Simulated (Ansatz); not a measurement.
# NiO: the cost of one run

Program: Ansatz 0.2.0. Level of theory: DFT r²SCAN, scalar-relativistic, plane waves, PAW. These are calculated values, not measurements.

## Step 1: Starting point

The structure is trigonal, space group R-3m (No. 166). The conventional cell has a = 2.947 Å, b = 2.947 Å, c = 7.192 Å, α = 90.00°, β = 90.00°, γ = 120.00°. Ni (site symmetry -3m) has 6 O at 2.08 Å as nearest neighbours. Around O (site symmetry -3m) lie 6 Ni at 2.08 Å.

As a file:

```cif
data_structure
_symmetry_space_group_name_H-M 'P 1'
_symmetry_Int_Tables_number 1
_cell_length_a 2.9472
_cell_length_b 2.9472
_cell_length_c 5.0876
_cell_angle_alpha 73.164
_cell_angle_beta 90.000
_cell_angle_gamma 60.000
_cell_volume 36.07
loop_
_atom_site_label
_atom_site_type_symbol
_atom_site_fract_x
_atom_site_fract_y
_atom_site_fract_z
_atom_site_occupancy
Ni1 Ni 0.00000 0.00000 0.00000 1
O1 O 0.75000 0.50000 0.25000 1
Ni2 Ni 0.50000 0.00000 0.50000 1
O2 O 0.25000 0.50000 0.75000 1
```

This cell comes from an earlier session at r²SCAN: 9.016 Å³/atom at 0.00 GPa, on a 10×10×10 mesh. The large moments point both ways and cancel.

## Step 2: Field gradients and densities at the nuclei

input.yaml reads:

```yaml
crystal:
  lattice:
    - [0.0, 2.083953409, 2.083953409]
    - [2.083953409, 0.0, 2.083953409]
    - [4.1574793953, 2.0735259863, -2.0735259863]
  atoms:
    - { symbol: Ni, position: [0.0, 0.0, 0.0], spin: 1.73 }
    - { symbol: O, position: [0.7499999999, 0.5000000001, 0.2499999998] }
    - { symbol: Ni, position: [0.5, 0.0, 0.5], spin: -1.73 }
    - { symbol: O, position: [1.2500000001, 0.4999999999, 0.7500000002] }
basis:
  ecutwfc: 500
  ecutrho_ratio: 4
kpoints:
  mp_grid: { grid: [10, 10, 10] }
hamiltonian:
  xc: r2scan
scf:
  occupations: { method: gaussian, width: 0.05 }
output:
  forces: true
  stress: true
  eigenvalues: true
  populations: true
  efg:
    contact_densities: true
    quadrupole_moments_barn: { O: -0.02558, Ni: 0.162 }
magnetization:
  spin_polarized: true
checkpoint:
  read: start.run
  write: ck
  compress: false
  write_wavefunctions: false
  write_every: 100000
```

The run starts from a saved state of the same cell, the folder start.run.

Run with:

```bash
$ ansatz run input.yaml --threads 2 --pin off --max-ram 5120MiB --backend cpu --events-out ev --progress --plain --runs-dir out
```

What time and memory should one allow on 2 threads of Intel Xeon 6975P-C (Granite Rapids), shared host?

About 7.1 s, with a peak of 0.71 GiB.
